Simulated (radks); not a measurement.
**Hg²⁺ in [Xe] 4f14 5d8 6p2: an all-electron calculation**

Aim: the levels, the sizes of the orbitals and the parts of the energy of the mercury ion Hg2+.

The numbers are computed with radks (a radial shooting solver on a logarithmic mesh, Libxc functionals) version 1 (scalar-relativistic Kohn-Sham, LDA (Slater exchange, Perdew-Wang correlation), spin-unpolarised, spherical densities, point nucleus), except any that are marked as measured or tabulated.

## 1. Starting point

```
element       : mercury (Z = 80)
charge        : +2
electrons     : 78
configuration : [Xe] 4f14 5d8 6p2
```

Outer shells as boxes (Hund's rule):

Hg²⁺
```
[Xe] core
4f [↑↓][↑↓][↑↓][↑↓][↑↓][↑↓][↑↓]
5d [↑↓][↑↓][↑↓][↑ ][↑ ]
6p [↑ ][↑ ][  ]
```

## 2. The calculation

Input:

```text
Z 80
configuration [Xe] 4f14 5d8 6p2 6s0 5f0 6d0 7p0
relativity scalar-relativistic
functional lda,pw
spin unpolarised
nucleus point
c 137.035999084
```

Command:

```
$ python run_ks.py task.json out
```

All runs below come from this command, one after another.

Q: Predict the outcome of this run.

The runs gave:

| quantity | value |
| --- | --- |
| total energy | -19609.6484 hartree |
| exchange-correlation share of it | 1.83 % |
| −T/E | 1.1226 |
| highest occupied level | 6p, -18.645 eV |
| most extended occupied level | 6p, <r> = 2.78 bohr |
| radius at density 0.001 e/bohr³ | 4.23 bohr |
| maxima of the radial density | 4 |

What this shows: 6 principal shells are occupied and 4 maxima appear in the radial density; where shells overlap, one shows as a shoulder or not at all. Relativity lifts −T/E to 1.123. This is not the tabulated ground configuration, so its levels and sizes aren't those of the ground state, and no measured value stands beside it.
